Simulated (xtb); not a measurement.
**CH5SSb (SbH2(SMe)) at GFN1-xTB**

Wanted: energy and forces of CH5SSb (SbH2(SMe)). 

Program for the calculation: xtb 6.7.1.

4 further runs of the same task are left out: 4 set aside as unsound or not needed.

**1. Starting point**

CH5SSb has 8 atoms, charge 0, and is taken as a singlet. As SMILES, `[H][Sb]([H])[S]C`. Geometry: a GFN2-xTB relaxation, a rough one for these elements and not checked as a minimum. This is one conformer, not always the lowest.

Bond lengths: Sb1–S4 2.417 Å, S4–C5 1.823 Å, Sb1–H2 1.700 Å, Sb1–H3 1.695 Å, C5–H6 1.085 Å, C5–H7 1.084 Å, C5–H8 1.086 Å. Angles: Sb1–S4–C5 100.7°, H2–Sb1–S4 92.1°, H3–Sb1–S4 91.0°, S4–C5–H6 110.3°, S4–C5–H7 106.1°, S4–C5–H8 110.2°, H2–Sb1–H3 88.2°, H6–C5–H7 109.6°, H6–C5–H8 110.8°, H7–C5–H8 109.7°.

**2. Energy and forces at GFN1-xTB**

xtb.inp reads:

```
$chrg 0
$spin 0
$end
```

start.xyz reads:

```xyz
8
start
Sb     0.82965000     1.63237000     0.24135000
H      2.20739000     1.59219000    -0.75450000
H      0.16193000     2.77428000    -0.81924000
S     -0.21303000    -0.17402000    -0.97935000
C     -0.67362000    -1.28543000     0.39085000
H      0.21307000    -1.61054000     0.92587000
H     -1.15760000    -2.14166000    -0.06537000
H     -1.36780000    -0.78717000     1.06040000
```

The run is started by

```bash
$ xtb --gfn 1 --json --input xtb.inp --grad -- start.xyz > xtb.out
```

**Question.** What will come out? Wanted: total energy; dipole moment; HOMO energy; LUMO energy; HOMO–LUMO gap; dispersion energy; largest force on an atom.

Computed results:

Level: GFN1-xTB.

| quantity | value |
| --- | --- |
| total energy | -11.04732 Eh |
| dipole moment | 3.68 D |
| HOMO energy | -10.78 eV |
| LUMO energy | -5.90 eV |
| HOMO–LUMO gap | 4.88 eV |
| dispersion energy | -7.09 kJ/mol |
| largest force on an atom | 0.499 eV/Å |

What this shows: Mulliken charges run from -0.16 on S4 to +0.25 on Sb1. The largest force is 0.50 eV/Å: the shape isn't a stationary point for this species at this level.
